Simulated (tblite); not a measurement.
# C4H10O2S2Si2: the cost of one run

Computed with tblite 0.8.0 and PySCF 2.14.0, with density-fitted response routines of our own, on a single molecule in the gas phase. Atoms count from 0, in the outputs and in this text.

## (1) The molecule as given

20 atoms, charge 0, multiplicity 1; geometry from: force field or distance geometry start.

Bonds of the start (Å): C0–C1 1.35, C1–S2 1.73, S2–Si3 2.16, Si3–O4 1.64, Si3–C5 1.87, C5–Si6 1.86, C5–C7 1.53, C7–S8 1.83, S8–O9 1.51, S8–C1 1.81, C0–H10 1.08, C0–H11 1.08, Si3–H12 1.49, O4–H13 0.98, C5–H14 1.10, Si6–H15 1.49, Si6–H16 1.48, Si6–H17 1.49, C7–H18 1.10, C7–H19 1.09.

## (2) Relaxing the molecule with GFN2-xTB

Job settings and geometry (Å):

```
{"job": {"kind": "relax", "xc": "GFN2-xTB", "basis": "xTB"}, "charge": 0, "multiplicity": 1}
C      3.344000    -0.494700    -0.195600
C      2.172700    -0.247300     0.426900
S      1.750700     1.377900     0.837200
Si    -0.281900     1.525400     0.136400
O     -0.137200     1.891600    -1.458500
C     -1.084400    -0.127400     0.470500
Si    -2.790200     0.054200    -0.256200
C     -0.290400    -1.327500    -0.058100
S      1.217000    -1.698400     0.916500
O      0.849000    -1.510600     2.365100
H      3.666800    -1.499800    -0.428500
H      3.997700     0.312400    -0.483100
H     -0.952800     2.646300     0.843000
H      0.484900     2.616700    -1.665900
H     -1.215900    -0.226600     1.558000
H     -3.515800     1.225400     0.313800
H     -2.742600     0.127400    -1.730600
H     -3.576200    -1.167900     0.086100
H     -0.902800    -2.240700     0.017800
H      0.002200    -1.225700    -1.108100
```

On the command line:

```bash
OMP_NUM_THREADS=1 python probes_run.py task.json out
```

One launch serves the whole session: the jobs run in the order shown.

Q: Estimate the wall time and peak memory of this first job on 1 thread of Arm Neoverse N1, shared host.

About 3.2 s, with a peak of 0.18 GiB.
